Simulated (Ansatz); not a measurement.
# CH3BFNO: the cost of one run

Method: the settings change from run to run; program: Ansatz 0.2.0, Gaussian basis.

## 1. The molecule

An earlier PBE0-D4 in a triple-zeta def2 set relaxation fixed the geometry.

SMILES `FB1NCO1`, 8 atoms, charge 0, spin multiplicity 1.

Atoms are counted from 1 here; the program's logs count them from 0.

Bond lengths: F1–B2 1.314 Å, B2–N3 1.414 Å, B2–O5 1.387 Å, N3–C4 1.452 Å, N3–H6 1.002 Å, C4–O5 1.440 Å, C4–H7 1.093 Å, C4–H8 1.094 Å. Angles: F1–B2–N3 135.3°, F1–B2–O5 128.2°, N3–B2–O5 96.5°, B2–N3–C4 84.7°, B2–N3–H6 139.1°, C4–N3–H6 127.0°, N3–C4–O5 92.5°, N3–C4–H7 114.8°, N3–C4–H8 115.2°, O5–C4–H7 110.8°, O5–C4–H8 111.0°, H7–C4–H8 111.2°, B2–O5–C4 86.1°.

## 2. rPW86-PBE/aug-cc-pVTZ

Set apart from the defaults: unrestricted orbitals.

Contents of in.yaml:

```yaml
crystal:
  periodic: [false, false, false]
  atoms:
    - {symbol: F, position_ang: [1.570023, -0.045085, 1.827675]}
    - {symbol: B, position_ang: [0.748199, -0.112883, 0.804567]}
    - {symbol: N, position_ang: [-0.483324, 0.491654, 0.463282]}
    - {symbol: C, position_ang: [-0.346424, -0.245377, -0.780818]}
    - {symbol: O, position_ang: [0.861332, -0.892549, -0.336951]}
    - {symbol: H, position_ang: [-0.964209, 1.359425, 0.600501]}
    - {symbol: H, position_ang: [-1.134685, -0.979653, -0.966977]}
    - {symbol: H, position_ang: [-0.158811, 0.367267, -1.666979]}
basis:
  gaussian: {orbitals: aug-cc-pVTZ}
magnetization: {spin_polarized: true, initial_magnetization: 0}
hamiltonian: {xc: {name: rPW86-PBE}}
```

Command:

```sh
$ ansatz run in.yaml --threads 2 --pin off --events-out ev --progress --plain --max-ram 4352MiB
```

**Question.** How long does this run take on 2 threads of AMD EPYC 9R45, shared host, and how much memory does it need?

About 7 s, with a peak of 0.6 GiB.
